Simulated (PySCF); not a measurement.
# C3H6AlBrO: the cost of one run

The runs use PySCF 2.14.0, with density-fitted response routines of our own; the level of theory stands in each step. All values are computed, except where a source is named. Atoms count from 0, in the outputs and in this text.

### Step 1. The starting structure

12 atoms, charge 0, multiplicity 1; geometry from: GFN2-xTB. The atoms were then displaced at random by about 0.01 Å, so the start is not that level's minimum.

Bonds of the start (Å): C0–O1 1.38, O1–C2 1.34, C2–C3 1.39, C3–Al4 1.92, Al4–Br5 2.26, C0–H6 1.09, C0–H7 1.10, C0–H8 1.13, C2–H9 1.08, C3–H10 1.11, Al4–H11 1.54.

### Step 2. Optimising the geometry at PBE0-D3(BJ)/def2-SVP

The job: settings as JSON, then the geometry in Å.

```
{"job": {"xc": "PBE0", "basis": "def2-SVP", "d3": "d3bj", "grid": 1, "shake": 0.01, "kind": "geom"}, "charge": 0, "multiplicity": 1}
C     -2.352440     0.208700     0.130940
O     -1.325200    -0.533910     0.666870
C     -0.089470    -0.151300     0.329860
C      1.066860    -0.776950     0.774310
Al     2.774900    -0.115590     0.204650
Br     2.930500     1.688520    -1.147460
H     -3.286580    -0.213230     0.492190
H     -2.345770     0.208230    -0.972540
H     -2.318040     1.281930     0.476290
H     -0.007990     0.716510    -0.310480
H      0.856310    -1.637150     1.438630
H      4.136610    -0.704030     0.628350
```

Run with:

```sh
> OMP_NUM_THREADS=1 python probes_run.py task.json out
```

The driver reads the jobs from task.json and runs them one after another.

Q: Estimate the wall time and peak memory of this first job on 1 thread of Arm Neoverse V1, shared host.

About 1.7 min, with a peak of 0.52 GiB.
